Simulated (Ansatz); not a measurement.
# CH₇BO₂Si: a ladder of functionals and wavefunction methods

One table from this session's results is given with a row withheld; the runs are named, their logs left out.

Method: functionals in def2-TZVPP, the program's frozen cores in correlated methods; program: Ansatz 0.2.0, Gaussian basis.

Levels to be run: PBE-D4, r2SCAN-D4, PBE0-D4, B3LYP-D4, ωB97X-V, ωB97M-V, B2PLYP; CCSD(T)/def2-TZVPP; MP2/def2-QZVPP; extrapolation to the limit.

### The geometry

The geometry comes from an earlier relaxation with PBE0-D4 in a triple-zeta def2 set; it is a stationary point, not always the lowest conformer.

SMILES `B[SiH](O)OC`, 12 atoms, charge 0, spin multiplicity 1.

Atoms are counted from 1 here; the program's logs count them from 0.

Bond lengths: B1–Si2 2.011 Å, B1–H6 1.198 Å, B1–H7 1.196 Å, Si2–O3 1.651 Å, Si2–O4 1.643 Å, Si2–H8 1.488 Å, O3–H9 0.959 Å, O4–C5 1.410 Å, C5–H10 1.096 Å, C5–H11 1.092 Å, C5–H12 1.094 Å. Angles: Si2–B1–H6 119.9°, Si2–B1–H7 123.4°, H6–B1–H7 116.7°, B1–Si2–O3 111.7°, B1–Si2–O4 102.7°, B1–Si2–H8 117.7°, O3–Si2–O4 113.9°, O3–Si2–H8 102.6°, O4–Si2–H8 108.7°, Si2–O3–H9 116.7°, Si2–O4–C5 124.8°, O4–C5–H10 111.6°, O4–C5–H11 108.6°, O4–C5–H12 110.8°, H10–C5–H11 108.6°, H10–C5–H12 108.5°, H11–C5–H12 108.7°.

Coordinates:

```xyz
12

B    -0.58666    1.10202    1.93537
Si   -0.45282    0.57636   -0.00131
O     0.23933    1.76767   -0.91177
O     0.42779   -0.80936    0.06181
C     0.55524   -1.73125   -0.99718
H     0.38216    1.50802    2.51183
H    -1.59865    1.02978    2.56830
H    -1.71885    0.30374   -0.73331
H     1.04674    2.15671   -0.57087
H    -0.38501   -1.84397   -1.54905
H     0.83393   -2.70179   -0.58245
H     1.33381   -1.41303   -1.69737
```

Set-up of the first run:

in.yaml

```yaml
crystal:
  periodic: [false, false, false]
  atoms:
    - {symbol: B, position_ang: [-0.586660, 1.102021, 1.935366]}
    - {symbol: Si, position_ang: [-0.452823, 0.576358, -0.001306]}
    - {symbol: O, position_ang: [0.239326, 1.767671, -0.911772]}
    - {symbol: O, position_ang: [0.427785, -0.809356, 0.061806]}
    - {symbol: C, position_ang: [0.555244, -1.731252, -0.997175]}
    - {symbol: H, position_ang: [0.382157, 1.508016, 2.511834]}
    - {symbol: H, position_ang: [-1.598653, 1.029777, 2.568300]}
    - {symbol: H, position_ang: [-1.718854, 0.303744, -0.733307]}
    - {symbol: H, position_ang: [1.046743, 2.156709, -0.570867]}
    - {symbol: H, position_ang: [-0.385011, -1.843972, -1.549050]}
    - {symbol: H, position_ang: [0.833934, -2.701786, -0.582455]}
    - {symbol: H, position_ang: [1.333813, -1.413028, -1.697373]}
basis:
  gaussian: {orbitals: def2-TZVPP}
hamiltonian: {xc: pbe, dispersion: d4}
output: {forces: true, orbitals: {seedname: orbitals}}
```

Started as:

```
ansatz run in.yaml --threads 4 --pin off --events-out ev --progress --plain --max-ram 10444MiB
```

Steps of the session up to this table: PBE-D4 (GGA); r2SCAN-D4 (meta-GGA); PBE0-D4 (hybrid); B3LYP-D4 (hybrid); ωB97X-V (range-separated); ωB97M-V (range-separated); B2PLYP (double hybrid); CCSD(T) in def2-TZVPP; MP2 in def2-QZVPP.

One table of the session follows, with a row left open; its other results are not shown here.

It belongs to the step «Atomisation energies». 

| method | atomisation energy (eV) |
| --- | --- |
| PBE-D4 | 46.001 |
| r2SCAN-D4 | 45.641 |
| PBE0-D4 | 45.284 |
| B3LYP-D4 | 45.550 |
| ωB97X-V | 45.704 |
| ωB97M-V | 45.684 |
| B2PLYP | 45.119 |
| HF/def2-TZVPP | 33.731 |
| MP2/def2-TZVPP | 45.149 |
| CCSD/def2-TZVPP | 43.857 |
| CCSD(T)/def2-TZVPP | 44.415 |
| MP2/CBS | ? |
| CCSD(T)/CBS | 45.603 |

Q: Estimate the row for MP2/CBS from the others.

As computed: atomisation energy (eV): 46.337. In the column «atomisation energy (eV)» it is the highest.
